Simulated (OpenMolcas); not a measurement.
# Os⁶⁺ among point charges: CASSCF and CASPT2 levels and susceptibility

How does a field of 6 point charges split the states of Os⁶⁺, and what χT follows?

Method: state-averaged CASSCF and CASPT2, spin-orbit coupling by RASSI with atomic mean-field integrals. Code: OpenMolcas 26.06.

## (1) Starting point

| Quantity | Value |
| --- | --- |
| Species | Os⁶⁺ (osmium, Z = 76, 70 electrons) |
| Basis | ANO-RCC-VTZP [8s7p5d3f2g1h], 104 functions |
| Scalar Hamiltonian | DKH2, point nucleus |
| Inactive shells | 1s 2s 2p 3s 3p 3d 4s 4p 4d 4f 5s 5p |
| Active space | 2 electrons in 5 orbitals (5d) |
| Some configurations of this space | 5d² |
| Orbitals | optimised for each spin and parity, averaged over all roots |

The outer shells:

5d2
```
5d [↑ ][↑ ][  ][  ][  ]
```

The ion sits among 6 point charges of -1.7 e arranged as a tetragonal octahedron (D4h), 1.85 Å from the ion, with the axial distance 1.869 Å.

The work runs as a chain of OpenMolcas steps in one folder; each step below is one input file. Labels, J, g values, rates, χT and fits are worked out afterwards by a script from the matrices that RASSI stores. The input lists half of the charges; inversion (Group=XYZ) makes the rest.

## (2) GATEWAY and SEWARD: basis and integrals

The input, a.inp:

```
&GATEWAY
Coord
1

Os 0.0 0.0 0.0
Basis=ANO-RCC-VTZP
Group=XYZ
NoMove
AngMom=0.0 0.0 0.0
AMFI
XField
3 Angstrom 0
1.850000 0.000000 0.000000 -1.700000
0.000000 1.850000 0.000000 -1.700000
0.000000 0.000000 1.868500 -1.700000
&SEWARD
```

Launch:

```
$ OMP_NUM_THREADS=1 MOLCAS_MEM=1689 MOLCAS_PROJECT=a pymolcas a.inp > a.log
```

## (3) CASSCF: triplets of even parity, 10 roots

The input, a.inp:

```
&RASSCF
FileOrb=start.orb
Symmetry=1
Spin=3
nActEl=2 0 0
Inactive=15 19
Ras2=5 0
CIRoot=10 10 1
SDav=10
CIMx=300
Iter=120 100
PrWF=0.3
OrbListing=Nothing
MaxOrb=0
>>> COPY $Project.JobIph JOB001
```

start.orb holds the contracted functions of the basis, ordered by shell, or the orbitals of the step before.

## (4) CASSCF: singlets of even parity, 15 roots

The input, a.inp:

```
&RASSCF
FileOrb=start.orb
Symmetry=1
Spin=1
nActEl=2 0 0
Inactive=15 19
Ras2=5 0
CIRoot=15 15 1
SDav=15
CIMx=300
Iter=120 100
PrWF=0.3
OrbListing=Nothing
MaxOrb=0
>>> COPY $Project.JobIph JOB002
```

## (5) State interaction with spin-orbit coupling

The input, a.inp:

```
&RASSI
NrOfJobIphs=2 10 15
1 2 3 4 5 6 7 8 9 10
1 2 3 4 5 6 7 8 9 10 11 12 13 14 15
IphNames
JOB001
JOB002
EJob
SpinOrbit
DIPRint=1.0
SOCoupling=1000.0
Subsets=2
Property=9
'ANGMOM' 1 'ANGMOM' 2 'ANGMOM' 3 'MLTPL  1' 1 'MLTPL  1' 2 'MLTPL  1' 3
'AMFI' 1 'AMFI' 2 'AMFI' 3
SOProperty=3
'ANGMOM' 1 'ANGMOM' 2 'ANGMOM' 3
```

## (6) CASPT2: IPEA 0.25, imaginary shift 0.1 (closed shells correlated: 5s 5p)

The input, a.inp:

```
>>> COPY JOB001 $Project.JobIph
&CASPT2
Multistate=10 1 2 3 4 5 6 7 8 9 10
NoMult
Frozen=14 16
IPEA=0.25
Imaginary=0.1
MaxIter=60
WThr=0.0 0.3 0.05
PrWF=0.5
NoMix
>>> COPY JOB002 $Project.JobIph
&CASPT2
Multistate=15 1 2 3 4 5 6 7 8 9 10 11 12 13 14 15
NoMult
Frozen=14 16
IPEA=0.25
Imaginary=0.1
MaxIter=60
WThr=0.0 0.3 0.05
PrWF=0.5
NoMix
```

(Steps that only read results are left out.)

Q: Predict the outcome of this session. Wanted: spin-free ground state; first state of the same spin within the active space; lowest level; next level.

**Answer**, as computed:

| quantity | value |
| --- | --- |
| method | SS-CASPT2, IPEA 0.25, imaginary shift 0.1 (closed shells correlated: 5s 5p) |
| spin-free ground state | 3A2, 1-fold in its orbital part |
| first state of the same spin within the active space | 3E at 199 cm⁻¹ |
| lowest level | 1-fold A1 |
| next level | 126.2 cm⁻¹ |
| χT at 300 K | 0.06 cm³ K/mol |
| effective moment at 300 K | 0.70 μB |

Cost by method:

| method | time of its own steps | time with the reference |
| --- | --- | --- |
| A. CASSCF | 8.6 s | 8.6 s |
| B. SS-CASPT2, IPEA 0.25, imaginary shift 0.1, +5s 5p | 10 s | 19 s |

Times are of one thread on a shared host.

In words: The spin-free ground state (3A2) comes to 96 % from free-ion F terms and keeps the highest spin of the shell. χT at 300 K is 0.06, against 1.00 cm³ K/mol for the spin alone, so spin-orbit coupling lowers it. The field of point charges can differ much from that of real complexes. Point charges carry no covalency, so the field is a model and not that of real ligands.
